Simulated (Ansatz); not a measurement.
I need the energy of protonation at one site of FGeHS, SMILES [F][Ge][SH]. Use Ansatz's Python interface. Level of theory (for the species named): MP2, def2-SVP basis, multiplicity 1.

```xyz
4

F    -1.9974    0.4780    0.7464
Ge   -0.3884   -0.0247    0.8991
S     0.5598   -0.0311   -1.1083
H     1.8816   -0.4825   -0.5574
```

`pa_fgehs.py`:
```python
"""Proton affinity of FGeHS at one site."""

import warnings

import ansatz as az
import numpy as np


def main() -> None:
    warnings.simplefilter("ignore", az.DeckWarning)

    geometry_ang = [
        ("F", [-1.9974, 0.478, 0.7464]),
        ("Ge", [-0.3884, -0.0247, 0.8991]),
        ("S", [0.5598, -0.0311, -1.1083]),
        ("H", [1.8816, -0.4825, -0.5574]),
    ]
    fgehs = az.Crystal.molecule()
    for symbol, xyz in geometry_ang:
        fgehs = fgehs.atom(symbol, xyz)

    base = fgehs.calculation().basis(gaussian="def2-SVP").correlation("mp2")
    symbols = [site.symbol for site in fgehs.cartesian_sites]
    start = np.array([site.position_ang for site in fgehs.cartesian_sites], dtype=float)
    rep = base.relax(force_tolerance=0.01, max_steps=100).run(threads=1, backend="cpu").report
    end = np.array(rep["positions_ang"])

    # put the proton on the side away from the neighbours, slightly off axis
    away = sum((end[2] - end[j]) / np.linalg.norm(end[2] - end[j]) for j in [1, 3]) + np.array([0.15, 0.1, -0.2])
    proton = end[2] + 1.4 * away / np.linalg.norm(away)
    acid = az.Crystal.molecule()
    for symbol, place in zip(symbols, end):
        acid = acid.atom(symbol, place.tolist())
    acid = acid.atom("H", proton.tolist())
    protonated = (
        acid.calculation()
        .basis(gaussian="def2-SVP")  # atom-centred Gaussian functions
        .correlation("mp2")  # correlation on top of the mean field
        .charge(1)  # electrons removed from the neutral system
        .relax(force_tolerance=0.01, max_steps=80)  # relax until the tolerances are met
    )
    after = protonated.run(threads=1, backend="cpu").report
    xyz = np.array(after["positions_ang"])
    reach = np.linalg.norm(xyz[:-1] - xyz[-1], axis=1)
    print(f"base {rep['free_energy_ev']:.5f} eV, protonated {after['free_energy_ev']:.5f} eV")
    print(f"the proton ends {reach.min():.3f} A from {symbols[reach.argmin()]}{reach.argmin()}")
    print(f"electronic proton affinity {23.060548 * (rep['free_energy_ev'] - after['free_energy_ev']):.1f} kcal/mol")


if __name__ == "__main__":
    main()
```

```console
$ python pa_fgehs.py
base -70015.72072 eV, protonated -70023.92144 eV
the proton ends 1.347 A from S2
electronic proton affinity 189.1 kcal/mol
```

Notes:
- Total energies depend on the basis set; only differences at equal settings carry meaning.
- The proton is put on one chosen atom, which needn't be the most basic site, so the molecule's proton affinity can be higher; the ends are stationary points, not checked by frequencies, and zero-point and thermal terms count only where printed.
- Run time: 48 s on 1 thread of AMD EPYC 7B13 (Zen 3) (shared host), peak memory 0.23 GiB.

(A comment or docstring line of the script was reworded after the run, the code is as it ran.)
